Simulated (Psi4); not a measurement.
**CH2F3Si (SMILES [CH2][Si](F)(F)F): UBHLYP/def2-SVP**

What is the vertical ionisation energy of CH2F3Si at UBHLYP/def2-SVP? 

The results are computed with Psi4 1.11.

## Step 1: The molecule

CH2F3Si has 7 atoms, charge 0, and is taken as a doublet. SMILES: `[CH2][Si](F)(F)F`. Geometry: relaxed at PBE0-D4/def2-TZVP.

Bond lengths: C1–Si2 1.812 Å, Si2–F3 1.577 Å, Si2–F4 1.578 Å, Si2–F5 1.577 Å, C1–H6 1.084 Å, C1–H7 1.084 Å. Angles: C1–Si2–F3 111.1°, C1–Si2–F4 112.7°, C1–Si2–F5 111.2°, F3–Si2–F4 106.8°, F3–Si2–F5 108.2°, F4–Si2–F5 106.7°, Si2–C1–H6 122.2°, Si2–C1–H7 122.2°, H6–C1–H7 115.6°.

## Step 2: Energy and gradient at UBHLYP/def2-SVP

File input.dat:

```
memory 1600 mb

molecule molecule1 {
  0 2
  C     -0.691800     0.401700     0.763500
  Si     0.442900    -0.260900    -0.483500
  F      0.009400     0.178500    -1.934200
  F      0.495400    -1.838000    -0.481100
  F      1.916900     0.241300    -0.236600
  H     -1.731100     0.616200     0.542200
  H     -0.380400     0.593100     1.784100
  units angstrom
  symmetry c1
  no_reorient
  no_com
}

set globals {
  basis                def2-SVP
  reference            uks
  puream               true
  e_convergence        1e-09
  d_convergence        1e-08
  scf_type             pk
  dft_radial_points    99
  dft_spherical_points 590
  maxiter              100
}

e, wfn = gradient("bhhlyp", return_wfn=True)
oeprop(wfn, "DIPOLE", "MULLIKEN_CHARGES", "MAYER_INDICES")
print_variables()
```

Command:

```sh
psi4 -i input.dat -o output.dat -n 1
```

output.dat:

```text
[...]
  Running in c1 symmetry.
[...]
  Nuclear repulsion =  252.903389313826551
[...]
  Multiplicity = 2
[...]
  Nalpha       = 25
  Nbeta        = 24
[...]
    Number of basis functions: 84
[...]
   @UKS iter   1:  -627.84973158599234   -6.88235e-01   7.07843e-03 DIIS/ADIIS
[...]
   @UKS iter  12:  -627.98237836585213   -1.81899e-12   3.54452e-09 DIIS
[...]
   @S^2 Observed:                7.537908248E-01
[...]
  @UKS Final Energy:  -627.98237836585213
   => Energetics <=
    Nuclear Repulsion Energy =            252.9033893138265512
    One-Electron Energy =               -1374.6402988230256597
    Two-Electron Energy =                 523.9952798474839710
    DFT Exchange-Correlation Energy =     -30.2407487041370722
    Empirical Dispersion Energy =           0.0000000000000000
    VV10 Nonlocal Energy =                  0.0000000000000000
    Total Energy =                       -627.9823783658521279
[...]
  -Total Gradient:
     Atom            X                  Y                   Z
    ------   -----------------  -----------------  -----------------
       1       -0.000731165265     0.000361056035     0.000773589235
       2        0.008638347707    -0.004973253063    -0.009469633226
       3        0.003031426112    -0.003120278024     0.011316565842
       4       -0.000722534834     0.012001594729     0.000357886678
       5       -0.011468568110    -0.003595911138    -0.001576814914
       6        0.001700029950    -0.000369614667     0.000293251868
       7       -0.000425982293    -0.000341373529    -0.001669537389
[...]
 Multipole Moments:
 ------------------------------------------------------------------------------------
     Multipole            Electronic (a.u.)      Nuclear  (a.u.)        Total (a.u.)
 ------------------------------------------------------------------------------------
 L = 1.  Multiply by 2.5417464519 to convert [e a0] to [Debye]
 Dipole X            :        -41.6831779           41.0705517           -0.6126262
 Dipole Y            :         24.5332660          -24.1826363            0.3506297
 Dipole Z            :         45.5138486          -44.8409333            0.6729154
 Magnitude           :                                                    0.9752267
[...]
  Mulliken Charges: (a.u.)
   Center  Symbol    Alpha    Beta     Spin     Total
       1     C     3.71409  2.63550  1.07859 -0.34959
       2    SI     6.38296  6.38127  0.00169  1.23577
       3     F     4.68249  4.67903  0.00346 -0.36152
       4     F     4.68486  4.67522  0.00964 -0.36008
       5     F     4.68269  4.67868  0.00400 -0.36137
       6     H     0.42633  0.47505 -0.04872  0.09862
       7     H     0.42659  0.47525 -0.04867  0.09816
   Total alpha = 25.00000, Total beta = 24.00000, Total charge = -0.00000
  Mayer Bond Indices:
[...]
```

Run time: 18 s. Hardware: 1 thread of Intel Xeon Platinum 8559C (Emerald Rapids), shared host; peak memory 1 GiB.

## Step 3: The singlet cation, same level

File job.json:

```json
{
 "schema_name": "qcschema_input",
 "schema_version": 1,
 "molecule": {
  "schema_name": "qcschema_molecule",
  "schema_version": 2,
  "symbols": ["C", "Si", "F", "F", "F", "H", "H"],
  "geometry": [-1.30731253, 0.75910298, 1.4428059, 0.8369597, -0.49302955, -0.91368258, 0.01776343, 0.33731611, -3.65510827, 0.93617032, -3.47331662, -0.90914724, 3.62241601, 0.45599091, -0.4471092, -3.27130489, 1.16444924, 1.0246095, -0.71885182, 1.12079656, 3.37146038],
  "molecular_charge": 1,
  "molecular_multiplicity": 1,
  "fix_symmetry": "c1"
 },
 "driver": "gradient",
 "model": {
  "method": "bhhlyp",
  "basis": "def2-SVP"
 },
 "keywords": {
  "puream": true,
  "e_convergence": 1e-09,
  "d_convergence": 1e-08,
  "scf_type": "pk",
  "dft_radial_points": 99,
  "dft_spherical_points": 590,
  "scf_properties": ["DIPOLE", "LOWDIN_CHARGES", "QUADRUPOLE"]
 }
}
```

Command:

```sh
psi4 --qcschema job.json -n 1 --memory 1600MB
```

stdout (excerpt; [...] marks lines left out):

```text
[...]
  Running in c1 symmetry.
[...]
  Nuclear repulsion =  252.903389428086939
[...]
  Multiplicity = 1
[...]
  Nalpha       = 24
  Nbeta        = 24
[...]
    Number of basis functions: 84
[...]
   @RKS iter   1:  -627.47257561881054   -3.11079e-01   6.54637e-03 DIIS/ADIIS
[...]
   @RKS iter  12:  -627.58397614521550   -5.91172e-12   5.76392e-09 DIIS
[...]
  @RKS Final Energy:  -627.58397614521550
   => Energetics <=
    Nuclear Repulsion Energy =            252.9033894280869390
    One-Electron Energy =               -1362.6989864433444382
    Two-Electron Energy =                 512.2606543520818150
    DFT Exchange-Correlation Energy =     -30.0490334820398637
    Empirical Dispersion Energy =           0.0000000000000000
    VV10 Nonlocal Energy =                  0.0000000000000000
    Total Energy =                       -627.5839761452155017
[...]
 Multipole Moments:
 ------------------------------------------------------------------------------------
     Multipole            Electronic (a.u.)      Nuclear  (a.u.)        Total (a.u.)
 ------------------------------------------------------------------------------------
 L = 1.  Multiply by 2.5417464519 to convert [e a0] to [Debye]
 Dipole X            :          1.4068345           -3.8020410           -2.3952065
 Dipole Y            :         -0.8363442            2.1999371            1.3635929
 Dipole Z            :         -1.5410726            4.1778927            2.6368201
 Magnitude           :                                                    3.8143440
 L = 2.  Multiply by 1.3450342976 to convert [e a0^2] to [Debye ang]
 Quadrupole XX       :       -140.2548566          123.1379752          -17.1168814
 Quadrupole XY       :          7.2100865          -10.5922529           -3.3821664
[...]
  -Total Gradient:
     Atom            X                  Y                   Z
    ------   -----------------  -----------------  -----------------
       1        0.023461094940    -0.008337235881    -0.026400525037
       2       -0.070979057366     0.038568448530     0.078445229236
       3        0.009547688922    -0.007083171461    -0.015119001426
       4        0.014901855431    -0.009383348146    -0.016105755384
       5        0.014364927124    -0.007306211631    -0.011259725181
       6        0.010622140050    -0.003357029667     0.000982347937
       7       -0.001897751066    -0.003138765856    -0.010517498748
[...]
```

The result, in JSON:

```text
{
 "driver": "gradient",
 "model": {
  "method": "bhhlyp",
  "basis": "def2-SVP"
 },
 "success": true,
 "return_result": [0.023461094939957093, -0.008337235880936189, -0.02640052503747982, -0.07097905736642462, 0.03856844852954411, 0.07844522923580828, 0.009547688921842337, -0.007083171460918129, -0.015119001425638934, 0.014901855431482721, -0.009383348145855841, -0.016105755384135816, 0.014364927123826948, -0.007306211630641109, -0.011259725180937846, 0.010622140050458306, -0.0033570296666637425, 0.0009823479366619509, -0.001897751066115519, -0.003138765856229367, -0.010517498748055853],
 "properties": {
  "calcinfo_nbasis": 84,
  "calcinfo_nmo": 84,
  "calcinfo_nalpha": 24,
  "calcinfo_nbeta": 24,
  "calcinfo_natom": 7,
  "nuclear_repulsion_energy": 252.90338942808694,
  "return_energy": -627.5839761452155,
  "return_gradient": [0.023461094939957093, -0.008337235880936189, -0.02640052503747982, -0.07097905736642462, 0.03856844852954411, 0.07844522923580828, 0.009547688921842337, -0.007083171460918129, -0.015119001425638934, 0.014901855431482721, -0.009383348145855841, -0.016105755384135816, 0.014364927123826948, -0.007306211630641109, -0.011259725180937846, 0.010622140050458306, -0.0033570296666637425, 0.0009823479366619509, -0.001897751066115519, -0.003138765856229367, -0.010517498748055853],
  "scf_one_electron_energy": -1362.6989864433444,
  "scf_two_electron_energy": 512.2606543520818,
  "scf_xc_energy": -30.049033482039864,
  "scf_dipole_moment": [-2.395206480509488, 1.3635929200845238, 2.6368200760502383],
  "scf_total_energy": -627.5839761452155,
  "scf_total_gradient": [0.023461094939957093, -0.008337235880936189, -0.02640052503747982, -0.07097905736642462, 0.03856844852954411, 0.07844522923580828, 0.009547688921842337, -0.007083171460918129, -0.015119001425638934, 0.014901855431482721, -0.009383348145855841, -0.016105755384135816, 0.014364927123826948, -0.007306211630641109, -0.011259725180937846, 0.010622140050458306, -0.0033570296666637425, 0.0009823479366619509, -0.001897751066115519, -0.003138765856229367, -0.010517498748055853],
  "scf_iterations": 12
 }
}
```

Run time: 14 s. Hardware: 1 thread of Intel Xeon Platinum 8559C (Emerald Rapids), shared host; peak memory 1 GiB.

## Step 4: Summary of results

At UBHLYP/def2-SVP:

| quantity | value |
| --- | --- |
| doublet CH2F3Si: total energy | -627.98238 Eh |
| doublet CH2F3Si: dipole moment | 2.48 D |
| doublet CH2F3Si: HOMO energy (highest over α and β) | -9.41 eV |
| doublet CH2F3Si: LUMO energy (lowest over α and β) | -1.93 eV |
| doublet CH2F3Si: ⟨S²⟩ | 0.754 |
| doublet CH2F3Si: largest force on an atom | 0.707 eV/Å |
| singlet cation: total energy | -627.58398 Eh |
| singlet cation: HOMO energy | -19.51 eV |
| singlet cation: LUMO energy | -12.23 eV |
| singlet cation: HOMO–LUMO gap | 7.28 eV |
| singlet cation: largest force on an atom | 5.790 eV/Å |
| vertical ionisation energy (to the singlet cation) | 10.841 eV |

The vertical ionisation energy comes to 10.84 eV (1046 kJ/mol). The largest force (doublet CH2F3Si) is 0.71 eV/Å: the shape isn't a stationary point for this species at this level. Only the singlet of the ionised species was computed; a triplet could lie lower.
